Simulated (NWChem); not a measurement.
# One shape, several levels: CH5GaOS (SMILES C[O][GaH][SH])

Aim: a comparison of 3 runs (HF/STO-3G, HF/3-21G, B3LYP/6-31G*) of CH5GaOS. 

The calculation is run with NWChem 7.3.0.

## Step 1: The molecule

The species is CH5GaOS (9 atoms), meant as a singlet with charge 0. As SMILES, `C[O][GaH][SH]`. The shape is that of a PBE0-D4/def2-TZVP optimisation. This is one conformer, not always the lowest.

Bond lengths: C1–O2 1.402 Å, O2–Ga3 1.780 Å, Ga3–S4 2.200 Å, C1–H5 1.098 Å, C1–H6 1.094 Å, C1–H7 1.098 Å, Ga3–H8 1.547 Å, S4–H9 1.344 Å. Some angles: C1–O2–Ga3 124.3°, O2–Ga3–S4 117.7°, O2–C1–H5 112.4°, O2–C1–H6 108.5°, O2–C1–H7 112.4°, O2–Ga3–H8 118.2°, S4–Ga3–H8 124.1°, Ga3–S4–H9 93.8°, H5–C1–H6 107.6°, H5–C1–H7 108.0°.

## Step 2: Energy and gradient at HF/STO-3G (run 1)

ch5gaos.nw reads:

```
start ch5gaos
memory total 2200 mb
geometry units atomic noautosym nocenter noautoz
  C   0.60149983  2.46722643 -0.07540007
  O  -1.65728981  1.17824424 -0.58373640
  Ga -2.02899894 -2.15787826 -0.35564646
  S   1.27783281 -4.39871550  0.79500778
  H   2.14370532  1.88802537 -1.33698123
  H   0.28308097  4.48904441 -0.36377228
  H   1.23909342  2.20474347  1.88160030
  H  -4.64608065 -3.30229640 -0.97887813
  H   2.78696809 -2.36839375  1.01780649
end
basis spherical bse
  * library STO-3G
end
scf
  thresh 1e-08
  maxiter 80
  noprint "final vectors analysis"
end
task scf gradient
```

On the command line:

```bash
$ nwchem ch5gaos.nw > ch5gaos.out
```

The program printed:

```text
[...]
  functions       =    42
[...]
  wavefunction    = RHF
[...]
         Total SCF energy =  -2408.255812953912
      One-electron energy =  -4068.646184219268
      Two-electron energy =   1312.131440911681
 Nuclear repulsion energy =    348.258930353676
        Time for solution =      6.7s
[...]
                         RHF ENERGY GRADIENTS
    atom               coordinates                        gradient
                 x          y          z           x          y          z
   1 C       0.601500   2.467226  -0.075400   -0.010463  -0.000684  -0.002859
   2 O      -1.657290   1.178244  -0.583736    0.028348   0.089195  -0.000938
   3 Ga     -2.028999  -2.157878  -0.355646    0.015061  -0.036108   0.007929
   4 S       1.277833  -4.398716   0.795008    0.023274  -0.032056   0.009699
   5 H       2.143705   1.888025  -1.336981   -0.001819  -0.002557  -0.002572
   6 H       0.283081   4.489044  -0.363772   -0.001749  -0.001986  -0.000291
   7 H       1.239093   2.204743   1.881600   -0.003012  -0.002133   0.001662
   8 H      -4.646081  -3.302296  -0.978878   -0.052981  -0.024828  -0.012465
   9 H       2.786968  -2.368394   1.017806    0.003340   0.011158  -0.000167
[...]
```

Wall time 9.3 s (1 thread of Intel Xeon 6975P-C (Granite Rapids), shared host); peak memory 0.096 GiB.

## Step 3: Energy and gradient at HF/3-21G (run 2)

ch5gaos.nw reads:

```
start ch5gaos
title "CH5GaOS"
memory total 2200 mb

geometry units angstroms noautosym nocenter noautoz
 C        0.318300       1.305600      -0.039900
 O       -0.877000       0.623500      -0.308900
 Ga      -1.073700      -1.141900      -0.188200
 S        0.676200      -2.327700       0.420700
 H        1.134400       0.999100      -0.707500
 H        0.149800       2.375500      -0.192500
 H        0.655700       1.166700       0.995700
 H       -2.458600      -1.747500      -0.518000
 H        1.474800      -1.253300       0.538600
end

basis spherical bse
 * library 3-21G
end

scf
 thresh 1e-08
 maxiter 80
 noprint "final vectors analysis"
end

task scf gradient
```

On the command line:

```bash
$ nwchem ch5gaos.nw > ch5gaos.out
```

The program printed:

```text
[...]
  functions       =    63
[...]
  wavefunction    = RHF
[...]
         Total SCF energy =  -2424.464121010204
      One-electron energy =  -4072.813562550829
      Two-electron energy =   1300.090485944831
 Nuclear repulsion energy =    348.258955595795
        Time for solution =      4.6s
[...]
                         RHF ENERGY GRADIENTS
    atom               coordinates                        gradient
                 x          y          z           x          y          z
   1 C       0.601500   2.467226  -0.075400   -0.017924  -0.024341  -0.002602
   2 O      -1.657290   1.178244  -0.583736    0.011201   0.046301  -0.001494
   3 Ga     -2.028999  -2.157878  -0.355646    0.029379  -0.040086   0.012307
   4 S       1.277833  -4.398715   0.795008   -0.015641   0.010734  -0.005474
   5 H       2.143705   1.888025  -1.336981    0.004000  -0.002674  -0.004757
   6 H       0.283081   4.489044  -0.363772   -0.003275   0.007746  -0.001679
   7 H       1.239093   2.204743   1.881600    0.000830  -0.001556   0.006509
   8 H      -4.646080  -3.302296  -0.978878    0.000973   0.002766  -0.000022
   9 H       2.786968  -2.368394   1.017806   -0.009543   0.001110  -0.002788
[...]
```

Wall time 7.8 s (1 thread of Intel Xeon 6975P-C (Granite Rapids), shared host); peak memory 0.097 GiB.

## Step 4: Energy and gradient at B3LYP/6-31G(d) (Cartesian functions) (run 3)

nw.xyz reads:

```xyz
9
CH5GaOS
C      0.318300     1.305600    -0.039900
O     -0.877000     0.623500    -0.308900
Ga    -1.073700    -1.141900    -0.188200
S      0.676200    -2.327700     0.420700
H      1.134400     0.999100    -0.707500
H      0.149800     2.375500    -0.192500
H      0.655700     1.166700     0.995700
H     -2.458600    -1.747500    -0.518000
H      1.474800    -1.253300     0.538600
```

run.py reads:

```python
from ase.io import read
from ase.calculators.nwchem import NWChem

system = read('nw.xyz')

calc = NWChem(
    label='nw',
    theory='dft',
    memory='2200 mb',
    basis='6-31G*',
    dft={'xc': 'b3lyp', 'mult': '1', 'grid': 'fine', 'convergence': 'energy 1e-08', 'iterations': '100', 'mulliken': None, 'print': 'low'},
)
system.calc = calc

forces = system.get_forces()
print("Total energy (eV):", round(system.get_potential_energy(), 6))
print("forces (eV/A):")
for s, f in zip(system.symbols, forces):
    print(f"{s:2s} {f[0]:10.5f} {f[1]:10.5f} {f[2]:10.5f}")
```

On the command line:

```bash
$ export ASE_NWCHEM_COMMAND="nwchem PREFIX.nwi > PREFIX.nwo"
$ python run.py
```

The program printed:

```text
Total energy (eV): -66373.977025
forces (eV/A):
C     0.29136    0.17170    0.06366
O    -0.35610    0.18718   -0.11745
Ga   -0.26446   -0.17468   -0.05929
S     0.15910   -0.37610    0.08279
H     0.08166   -0.00987   -0.06412
H    -0.02041    0.09328   -0.01502
H     0.03605    0.00566    0.09842
H    -0.07816   -0.03286   -0.01789
H     0.15098    0.13575    0.02890
```

The calculator wrote nw.nwi:

```
title "nw"

permanent_dir nw

scratch_dir nw

start nw

geometry units angstrom nocenter noautosym noautoz
  C  3.1830000000000003e-01 1.3056000000000001e+00 -3.9899999999999998e-02
  O  -8.7700000000000000e-01 6.2350000000000005e-01 -3.0890000000000001e-01
  Ga -1.0737000000000001e+00 -1.1418999999999999e+00 -1.8820000000000001e-01
  S  6.7620000000000002e-01 -2.3277000000000001e+00 4.2070000000000002e-01
  H  1.1344000000000001e+00 9.9909999999999999e-01 -7.0750000000000002e-01
  H  1.4979999999999999e-01 2.3755000000000002e+00 -1.9250000000000000e-01
  H  6.5569999999999995e-01 1.1667000000000001e+00 9.9570000000000003e-01
  H  -2.4586000000000001e+00 -1.7475000000000001e+00 -5.1800000000000002e-01
  H  1.4748000000000001e+00 -1.2533000000000001e+00 5.3859999999999997e-01
end

memory 2200 mb

basis noprint
   * library 6-31G*
end

dft
  xc b3lyp
  mult 1
  grid fine
  convergence energy 1e-08
  iterations 100
  mulliken
  print low
end

task dft gradient
```

nw.nwo:

```text
Northwest Computational Chemistry Package (NWChem) 7.3.0
             --------------------------------------------------------

           Job information
           ---------------

    nwchem branch   = 7.3.0
    use scalapack   = T
    input           = nw.nwi
    prefix          = nw.
    data base       = nw/nw.db
    status          = startup
    nproc           =        1

           Memory information
           ------------------

    heap     =     72089600 doubles =      550.0 Mbytes
    stack    =     72089597 doubles =      550.0 Mbytes
    global   =    144179200 doubles =     1100.0 Mbytes (distinct from heap & stack)
    total    =    288358397 doubles =     2200.0 Mbytes
    verify   = yes
    hardfail = no

[... 39 lines left out ...]
            Nuclear Dipole moment (a.u.)
[... 74 lines left out ...]
   convergence    iter        energy       DeltaE   RMS-Dens  Diis-err    time
[... 14 lines left out ...]
         Total DFT energy =    -2439.198685630242
      One electron energy =    -4085.195818204701
           Coulomb energy =     1414.423829771326
    Exchange-Corr. energy =     -116.685652792662
 Nuclear repulsion energy =      348.258955595794
[... 21 lines left out ...]
    Atom       Charge   Shell Charges
 -----------   ------   -------------------------------------------------------
    1 C    6     6.24   1.98  0.36  1.84  0.32  1.23  0.51
    2 O    8     8.38   1.98  0.70  2.76  0.44  1.98  0.53
    3 Ga  31    30.87   2.00  1.95  6.00  0.78  5.91  0.34  1.24  0.17  0.36  7.72  3.40  1.01
[... 5 lines of this table left out ...]
    9 H    1     0.86   0.48  0.38

                         DFT ENERGY GRADIENTS

    atom               coordinates                        gradient
                 x          y          z           x          y          z
   1 C       0.601500   2.467226  -0.075400   -0.005666  -0.003339  -0.001238
   2 O      -1.657290   1.178244  -0.583736    0.006925  -0.003640   0.002284
   3 Ga     -2.028999  -2.157878  -0.355646    0.005143   0.003397   0.001153
[... 5 lines of this table left out ...]
   9 H       2.786968  -2.368394   1.017806   -0.002936  -0.002640  -0.000562

 Task  times  cpu:       41.3s     wall:       41.3s
 Total times  cpu:       41.3s     wall:       41.3s
```

Wall time 43 s (1 thread of Intel Xeon 6975P-C (Granite Rapids), shared host); peak memory 0.12 GiB.

## Step 5: All runs side by side

```tsv
run	level	Cartesian functions	iteration cap	energy (Eh)	dipole moment (D)	largest force (eV/Å)	wall time
1	HF/STO-3G	no	80	-2408.255813	0.88	4.813	9.3 s
2	HF/3-21G	no	80	-2424.464121	1.49	2.633	7.8 s
3	B3LYP/6-31G* (Cartesian functions)	yes	100	-2439.198686	–	0.419	43 s
```

## Step 6: Results

```
                       quantity           value
            run 3: total energy  -2439.19869 Eh
run 3: largest force on an atom      0.419 eV/Å
```

In words: In run 1 the basis is minimal, so the values are rough. All runs together took 60 s, the longest 43 s.
